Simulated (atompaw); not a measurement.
# A PAW (atompaw) potential for indium, from input to tests

Task: generate the file, and judge it by its logarithmic derivatives, its ghosts and its cutoff.

Program: atompaw 4.2.0.5. Reference atom: PBE, scalar-relativistic, spherical and spin-unpolarised. All values are calculated.

## (1) The atom and the settings

The settings as typed:

| Quantity | Value |
| --- | --- |
| element | indium (In, Z = 49) |
| type | PAW |
| frozen core | [Kr] |
| valence charge | 13 |
| reference configuration | 4d10 5s1.5 5p1.5 |
| partial waves | 5s (bound): rc 2.00 bohr; 5s channel at -0.3 Ry: rc 2.00 bohr; 5p (bound): rc 2.00 bohr; 5p channel at 2.25 Ry: rc 2.00 bohr; 4d (bound): rc 2.00 bohr; 4d channel at -1.05 Ry: rc 2.00 bohr |
| local potential | vpsmatchnc scheme with l = 3 at 0 Ry, radius 1.65 bohr |
| core correction | smooth core density matched at 1.25 bohr |
| augmentation charge | besselshape compensation charge, radius 1.65 bohr; PAW radius 2.00 bohr; waves and projectors: custom rrkj vanderbiltortho |

The nodes and maxima of the atom's own shells, from an earlier all-electron run, set the scale for the radii.

All-electron outer shells of the reference configuration (PBE, scalar-relativistic, ld1.x):

```
shell  level (eV)  outermost node (bohr)  outermost maximum (bohr)
   4s     -120.52                   0.41                      0.77
   4p      -78.99                   0.42                      0.82
   4d      -19.45                   0.40                      0.94
   5s       -8.73                   1.02                      2.13
   5p       -2.88                   1.14                      2.81
```

## (2) Generating the potential

In.input reads:

```
In 49
GGA-PBE scalarrelativistic loggrid 1500 logderivrange -3 5 201
5 5 4 0 0 0
5 0 1.5
5 1 1.5
0 0 0
c
c
c
c
v
c
c
c
v
c
v
2
2.00 1.65 1.65 1.25
y
-0.3
n
y
2.25
n
y
-1.05
n
custom rrkj vanderbiltortho besselshape
3 0 vpsmatchnc
2.00
2.00
2.00
2.00
2.00
2.00
PWSCFOUT
UPFDX 0.0125d0 UPFXMIN -7.d0 UPFZMESH 49.d0
END
```

Run with:

```sh
$ atompaw < In.input > In.log
```

Before running it: what results should come out? Wanted: cutoffs for 10 and 1 mRy, occupied levels; bound ghosts; largest phase difference near zero energy, channels read; lowest eigenvalue of the overlap; share of valence orbitals outside the PAW sphere; UPF file.

The runs gave:

```
                                                quantity                                             value
               cutoffs for 10 and 1 mRy, occupied levels                                   40 Ry and 45 Ry
                                            bound ghosts  s at -726.24 eV, p at -119.52 eV, d at -63.25 eV
largest phase difference near zero energy, channels read                                         0.003 rad
         lowest eigenvalue of the overlap (Bessel basis)                                         0.243 (s)
        share of valence orbitals outside the PAW sphere                          5s 71 %, 5p 90 %, 4d 7 %
                                                UPF file                                           written
```

It has a bound ghost (s, p, d), a state that the atom doesn't have, and that rules the file out. By its cutoff, 40 Ry for the looser tolerance, it is of middling hardness. The slowest occupied level is 4d: taken alone it needs 40 Ry to come within 1 mRy, against 15 Ry for 5p. Near zero energy the phases of the channels with partial waves agree within 0.003 rad. The pseudo curves have a pole with no partner nearby in the atom's: s at 1.58 Ry. At positive energy that is a spurious or a displaced resonance.
